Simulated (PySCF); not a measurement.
The system is FCCl2H, in a box.

```xyz
5
Lattice="12.0000 0.0000 0.0000 0.0000 11.0000 0.0000 0.0000 0.0000 12.0000" Properties=species:S:1:pos:R:3 pbc="T T T"
F     5.2050    5.5194    7.2588
C     5.8793    5.4508    6.0473
Cl    7.3090    4.5174    6.1069
Cl    4.7178    4.8967    4.8417
H     6.1535    6.5213    5.7366
```

The cell isn't the ideal one: atoms moved at random, drawn with an rms of 0.05 Å.

Base run:

```yaml
Program: PySCF 2.14.0
Functional: SCAN
Potentials_or_basis: 6-31g* (all-electron)
k_mesh: 1 × 1 × 1
Occupations: fixed
Spin: no spin polarisation
```

Its results: gap between the frontier levels 7.05 eV.

The run is repeated on the same cell with these changes: functional from SCAN to MN15-L. What comes out?

Gap between the frontier levels 7.75 eV.

Caveats: this is a molecule in a periodic box at the Γ point, so its band gap is the HOMO-LUMO gap; the basis of atomic orbitals isn't converged, which shifts pressures, moduli and gaps.

